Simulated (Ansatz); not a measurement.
# Cu: the crystal squeezed far

Aim: compress Cu (fcc type) step by step, far beyond the usual range, and follow pressure and electronic structure. The runs shown use PAW. Its runs: cell relaxed at zero pressure (PAW); volume scaled by 1 (PAW); volume scaled by 0.94 (PAW); volume scaled by 0.88 (PAW); volume scaled by 0.8 (PAW and PAW (level accurate)); volume scaled by 0.72 (PAW); volume scaled by 0.64 (PAW); volume scaled by 0.55 (PAW); volume scaled by 0.45 (PAW and PAW (cutoff 250 eV)).

Computed with Ansatz 0.2.0 (DFT r²SCAN, with the methods named in each step, unless a step's input says otherwise).

## (1) The structure to begin with

The structure is cubic, space group Fm-3m (No. 225). The conventional cell has a = 3.615 Å, b = 3.615 Å, c = 3.615 Å, α = 90.00°, β = 90.00°, γ = 90.00°. Around Cu (site symmetry m-3m) lie 12 Cu at 2.56 Å.

Structure file:

```cif
data_structure
_symmetry_space_group_name_H-M 'Fm-3m'
_symmetry_Int_Tables_number 225
_cell_length_a 3.6150
_cell_length_b 3.6150
_cell_length_c 3.6150
_cell_angle_alpha 90.000
_cell_angle_beta 90.000
_cell_angle_gamma 90.000
_cell_volume 47.24
loop_
_atom_site_label
_atom_site_type_symbol
_atom_site_symmetry_multiplicity
_atom_site_Wyckoff_symbol
_atom_site_fract_x
_atom_site_fract_y
_atom_site_fract_z
_atom_site_occupancy
Cu1 Cu 4 a 0.00000 0.00000 0.00000 1
```

The file gives the conventional cell by its symmetry; the runs use the cell typed in the input.

Whether this phase is the stable one at these pressures isn't tested.

## (2) Cell relaxed at zero pressure, PAW

input.yaml reads:

```yaml
crystal:
  lattice:
    - [0.0, 1.8074791684, 1.8074791684]
    - [1.8074791684, 0.0, 1.8074791684]
    - [1.8074791684, 1.8074791684, 0.0]
  atoms:
    - { symbol: Cu, position: [0.0, 0.0, 0.0] }
kpoints:
  mp_grid: { grid: [20, 20, 20] }
scf:
  occupations: { method: fermi_dirac, width: 0.1 }
hamiltonian:
  xc: r2scan
  pseudopotentials: { kind: paw }
output:
  forces: true
  stress: true
  write_density: true
  write_potential: true
  elf: true
  volumetric_format: npy
relax:
  f_tol: 0.005
  max_steps: 40
  cell: {}
```

Command:

```sh
$ ansatz run input.yaml --threads 1 --pin off --max-ram 2048MiB --backend cpu --events-out ev --progress --plain --runs-dir out
```

The runs that follow: Volume scaled by 1, PAW; Volume scaled by 0.94, PAW; Volume scaled by 0.88, PAW; Volume scaled by 0.8, PAW; Volume scaled by 0.8, PAW (level accurate); Volume scaled by 0.72, PAW; Volume scaled by 0.64, PAW; Volume scaled by 0.55, PAW; Volume scaled by 0.45, PAW; Volume scaled by 0.45, PAW (cutoff 250 eV).

Before running it: what results should come out? Wanted: PAW pressure at 0.45 of the volume; fitted bulk modulus at zero pressure.

The runs gave:

| quantity | value |
| --- | --- |
| PAW pressure at 0.45 of the volume | 900.7 GPa |
| PAW (cutoff 250 eV) pressure at 0.45 of the volume | 944.5 GPa |
| fitted bulk modulus at zero pressure (PAW) | 170 GPa |
| its pressure derivative | 4.63 |

By PAW the pressure climbs to 901 GPa at 0.45 of the first volume. One third-order Birch-Murnaghan curve follows these points (B₀ = 170 GPa, B′ = 4.63, misfit at most 2.22 GPa). A fit over so wide a range leans to the high pressures, so B₀ can be off by several per cent. No all-electron run checks these rows here, and frozen cores can fail under such compression. The ions are at rest, and the electrons smeared by 0.1 eV.
